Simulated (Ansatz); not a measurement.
**C₂H₈O₂Si: one species, many methods**

Aim: compute C₂H₈O₂Si with functionals from several rungs and with coupled cluster, and see how far each lands from CCSD(T) at the basis-set limit for the atomisation energy.

The runs use Ansatz 0.2.0, Gaussian basis; functionals in def2-TZVPP, the program's frozen cores in correlated methods.

The runs, in order: PBE-D4, r2SCAN-D4, PBE0-D4, B3LYP-D4, ωB97X-V, ωB97M-V, B2PLYP; CCSD(T)/def2-TZVPP; MP2/def2-QZVPP; extrapolation to the limit.

## (1) The relaxed structure

An earlier PBE0-D4 in a triple-zeta def2 set relaxation fixed the geometry.

SMILES `OCCO[SiH3]`, 13 atoms, charge 0, spin multiplicity 1.

Atoms are counted from 1 here; the program's logs count them from 0.

Bond lengths: O1–C2 1.405 Å, O1–H6 0.963 Å, C2–C3 1.508 Å, C2–H7 1.099 Å, C2–H8 1.093 Å, C3–O4 1.417 Å, C3–H9 1.098 Å, C3–H10 1.098 Å, O4–Si5 1.646 Å, Si5–H11 1.480 Å, Si5–H12 1.489 Å, Si5–H13 1.489 Å. Angles: C2–O1–H6 106.6°, O1–C2–C3 111.7°, O1–C2–H7 111.2°, O1–C2–H8 107.3°, C3–C2–H7 109.0°, C3–C2–H8 109.5°, H7–C2–H8 108.1°, C2–C3–O4 107.9°, C2–C3–H9 109.7°, C2–C3–H10 110.0°, O4–C3–H9 110.0°, O4–C3–H10 110.6°, H9–C3–H10 108.6°, C3–O4–Si5 122.4°, O4–Si5–H11 106.3°, O4–Si5–H12 110.6°, O4–Si5–H13 110.7°, H11–Si5–H12 110.5° and more.

## (2) PBE-D4 (GGA)

File in.yaml:

```yaml
crystal:
  periodic: [false, false, false]
  atoms:
    - {symbol: O, position_ang: [-1.131741, -2.009047, 0.641307]}
    - {symbol: C, position_ang: [0.171471, -1.789661, 0.164310]}
    - {symbol: C, position_ang: [0.583583, -0.346321, 0.311364]}
    - {symbol: O, position_ang: [-0.324713, 0.443343, -0.437403]}
    - {symbol: Si, position_ang: [-0.227149, 2.085457, -0.492563]}
    - {symbol: H, position_ang: [-1.698009, -1.367178, 0.200706]}
    - {symbol: H, position_ang: [0.263780, -2.082502, -0.891251]}
    - {symbol: H, position_ang: [0.842288, -2.422208, 0.751164]}
    - {symbol: H, position_ang: [0.548282, -0.056552, 1.369478]}
    - {symbol: H, position_ang: [1.609351, -0.208850, -0.055685]}
    - {symbol: H, position_ang: [-1.346344, 2.538696, -1.349217]}
    - {symbol: H, position_ang: [1.076741, 2.513530, -1.070366]}
    - {symbol: H, position_ang: [-0.347039, 2.666595, 0.872954]}
basis:
  gaussian: {orbitals: def2-TZVPP}
hamiltonian: {xc: pbe, dispersion: d4}
output: {forces: true, orbitals: {seedname: orbitals}}
```

Command:

```console
$ ansatz run in.yaml --threads 4 --pin off --events-out ev --progress --plain --max-ram 10444MiB
```

After this run come: r2SCAN-D4 (meta-GGA); PBE0-D4 (hybrid); B3LYP-D4 (hybrid); ωB97X-V (range-separated); ωB97M-V (range-separated); B2PLYP (double hybrid); CCSD(T) in def2-TZVPP; MP2 in def2-QZVPP.

**Question.** What will the summary of the whole plan be? Wanted: atomisation energy, CCSD(T)/CBS; farthest; mean size of error, hybrid; mean size of error, range-separated; gap, smallest and largest; T1 diagnostic; triples share of the correlation energy.

The runs gave:

```
                               quantity                                  value
        atomisation energy, CCSD(T)/CBS                        1142.3 kcal/mol
functionals within 5.7 kcal/mol (0.5 %)  r2SCAN-D4, B3LYP-D4, ωB97X-V, ωB97M-V
                               farthest                B2PLYP (-15.2 kcal/mol)
             mean size of error, hybrid                           6.1 kcal/mol
    mean size of error, range-separated                           0.6 kcal/mol
              gap, smallest and largest   5.45 eV (PBE-D4), 12.49 eV (ωB97X-V)
                          T1 diagnostic                                 0.0109
triples share of the correlation energy                                  3.5 %
```

What this shows: PBE-D4 misses by +11.3 kcal/mol. Double hybrids carry the basis error of their MP2 part in triple zeta, and no dispersion term here, so their miss is partly the set-up's. The reference freezes the cores and leaves out relativity and excitations past (T), so misses under about 5.7 kcal/mol can't be ranked. Hartree-Fock recovers 72 % of the binding; the rest is correlation. The gap grows from 5.4 to 12.5 eV across the functionals, mostly with the share of exact exchange.
